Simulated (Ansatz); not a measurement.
Write a Python script for Ansatz 0.2.0 through its Python package that makes a geometry optimisation of C₃H₆BFSi, SMILES C#C[SiH2]B(C)F. Use: PBE0, cc-pVDZ basis, multiplicity 1.

Input file `c3h6bfsi.xyz`:
```text
12

C    -2.35760   -1.56880   -0.55720
C    -1.29610   -1.39060   -0.13020
Si    0.35270   -1.17810    0.51820
B     0.84540    0.72360    0.71460
C     0.73610    1.65370   -0.57140
F     1.08940    1.27170    2.01720
H    -3.35730   -1.64100   -0.95120
H     1.39320   -1.76930   -0.39880
H     0.48390   -1.81540    1.88820
H    -0.27790    1.64050   -0.97980
H     1.46610    1.31010   -1.27900
H     0.99900    2.70840   -0.23660
```

The script, `c3h6bfsi_opt.py`:
```python
"""Minimum-energy structure of C3H6BFSi."""

import itertools

import ansatz as az
from ase.data import atomic_numbers, covalent_radii
import numpy as np
import pandas as pd

params = {
    "basis": "cc-pVDZ",
    "xc": "pbe0",
}

molecule = az.Crystal.molecule_from_extxyz("c3h6bfsi.xyz")

calculation = (
    molecule.calculation()
    .basis(gaussian=params["basis"])
    .functional(params["xc"])
)
symbols = [site.symbol for site in molecule.cartesian_sites]
start = np.array([site.position_ang for site in molecule.cartesian_sites], dtype=float)
def progress(event):
    if event["event"] == "relax_step":
        row = event["data"]
        print(f"step {row['step']:3d}  E = {row['lagrangian_ev']:.6f} eV  largest force component {row['allowed_force_max_ev_ang']:.4f} eV/A")


data = calculation.relax(force_tolerance=0.02).session().plan().execute(on_event=progress).report
end = np.array(data["positions_ang"])

print(f"E = {data['free_energy_ev']:.6f} eV = {data['free_energy_ev'] / 27.211386246:.7f} Ha")
print("converged:", data["converged"], " doubts:", data["published_state_doubts"] or "none")

# pairs closer than 1.2 times the sum of covalent radii, before or after
radius = [covalent_radii[atomic_numbers[s]] for s in symbols]
span = lambda where, i, j: np.linalg.norm(where[i] - where[j])
bonded = [(i, j) for i, j in itertools.combinations(range(len(symbols)), 2) if min(span(start, i, j), span(end, i, j)) < 1.2 * (radius[i] + radius[j])]
print("pair        before    after (A)")
for i, j in bonded:
    print(f"{symbols[i]}{i}-{symbols[j]}{j}".ljust(10), f"{span(start, i, j):8.4f} {span(end, i, j):8.4f}")
for first, second in list(itertools.combinations(bonded, 2)):
    shared = set(first) & set(second)
    if shared and symbols[(j := shared.pop())] != "H":
        i, k = sorted((set(first) | set(second)) - {j})
        u, v = end[i] - end[j], end[k] - end[j]
        angle = np.degrees(np.arccos(np.clip(u @ v / np.linalg.norm(u) / np.linalg.norm(v), -1, 1)))
        print(f"final angle {symbols[i]}{i}-{symbols[j]}{j}-{symbols[k]}{k}: {angle:.2f} deg")

charges = data["charge_distribution"]
table = pd.DataFrame({"atom": symbols, "mulliken": charges["mulliken_charges_e"], "lowdin": charges["lowdin_charges_e"]})
print(table.round(3).to_string())
print("dipole (e A):", np.round(charges["dipole_moment_e_ang"], 4) + 0.0)
```

`python c3h6bfsi_opt.py` gives:
```text
step   1  E = -14467.830730 eV  largest force component 7.1113 eV/A
step   2  E = -14468.260095 eV  largest force component 2.2632 eV/A
step   3  E = -14468.250918 eV  largest force component 2.7563 eV/A
step   4  E = -14468.437670 eV  largest force component 1.2271 eV/A
step   5  E = -14468.486834 eV  largest force component 0.3226 eV/A
step   6  E = -14468.493762 eV  largest force component 0.0680 eV/A
step   7  E = -14468.496571 eV  largest force component 0.0404 eV/A
step   8  E = -14468.498210 eV  largest force component 0.2329 eV/A
step   9  E = -14468.499694 eV  largest force component 0.0558 eV/A
step  10  E = -14468.501343 eV  largest force component 0.0748 eV/A
step  11  E = -14468.499746 eV  largest force component 0.2734 eV/A
step  12  E = -14468.489552 eV  largest force component 0.3834 eV/A
step  13  E = -14468.502669 eV  largest force component 0.0426 eV/A
step  14  E = -14468.504003 eV  largest force component 0.1304 eV/A
step  15  E = -14468.504630 eV  largest force component 0.1700 eV/A
step  16  E = -14468.505706 eV  largest force component 0.0919 eV/A
step  17  E = -14468.507029 eV  largest force component 0.0477 eV/A
step  18  E = -14468.508187 eV  largest force component 0.0850 eV/A
step  19  E = -14468.508390 eV  largest force component 0.1504 eV/A
step  20  E = -14468.509050 eV  largest force component 0.0962 eV/A
step  21  E = -14468.509813 eV  largest force component 0.0219 eV/A
step  22  E = -14468.510209 eV  largest force component 0.0221 eV/A
step  23  E = -14468.509655 eV  largest force component 0.1540 eV/A
step  24  E = -14468.510574 eV  largest force component 0.0317 eV/A
step  25  E = -14468.510689 eV  largest force component 0.0585 eV/A
step  26  E = -14468.510790 eV  largest force component 0.0587 eV/A
step  27  E = -14468.510635 eV  largest force component 0.0933 eV/A
step  28  E = -14468.510953 eV  largest force component 0.0333 eV/A
step  29  E = -14468.511032 eV  largest force component 0.0269 eV/A
step  30  E = -14468.511093 eV  largest force component 0.0267 eV/A
step  31  E = -14468.511124 eV  largest force component 0.0154 eV/A
E = -14468.511155 eV = -531.7079778 Ha
converged: True  doubts: none
pair        before    after (A)
C0-C1        1.1580   1.2185
C0-H6        1.0770   1.0742
C1-Si2       1.7844   1.8454
Si2-B3       1.9743   2.0470
Si2-H7       1.5077   1.5010
Si2-H8       1.5167   1.5012
B3-C4        1.5909   1.5550
B3-F5        1.4341   1.3448
C4-H9        1.0932   1.1034
C4-H10       1.0732   1.1068
C4-H11       1.1374   1.1003
final angle C1-C0-H6: 179.14 deg
final angle C0-C1-Si2: 177.57 deg
final angle C1-Si2-B3: 110.34 deg
final angle C1-Si2-H7: 108.32 deg
final angle C1-Si2-H8: 108.26 deg
final angle B3-Si2-H7: 111.20 deg
final angle B3-Si2-H8: 110.90 deg
final angle Si2-B3-C4: 124.41 deg
final angle Si2-B3-F5: 115.91 deg
final angle H7-Si2-H8: 107.71 deg
final angle C4-B3-F5: 119.67 deg
final angle B3-C4-H9: 110.76 deg
final angle B3-C4-H10: 108.11 deg
final angle B3-C4-H11: 113.97 deg
final angle H9-C4-H10: 104.68 deg
final angle H9-C4-H11: 110.09 deg
final angle H10-C4-H11: 108.77 deg
   atom  mulliken  lowdin
0     C    -0.149  -0.038
1     C    -0.027  -0.106
2    Si     0.162   0.253
3     B     0.115  -0.638
4     C    -0.167   0.012
5     F    -0.102   0.383
6     H     0.021   0.025
7     H    -0.033  -0.028
8     H    -0.033  -0.028
9     H     0.075   0.057
10    H     0.079   0.066
11    H     0.060   0.042
dipole (e A): [-0.1832  0.1708 -0.2121]
```

Total energies depend on the basis set; only differences at equal settings carry meaning. The end point is the stationary point reached from this start; no frequency run checks that it is a minimum, and the basis set is modest. The Löwdin charges here are taken after orthogonalising the functions within each atom; they differ from plain Löwdin charges, and their signs can be unphysical. Wall time of the script: 4.2 min on 1 thread of Arm Neoverse V1, on a shared host, peak memory 0.39 GiB.
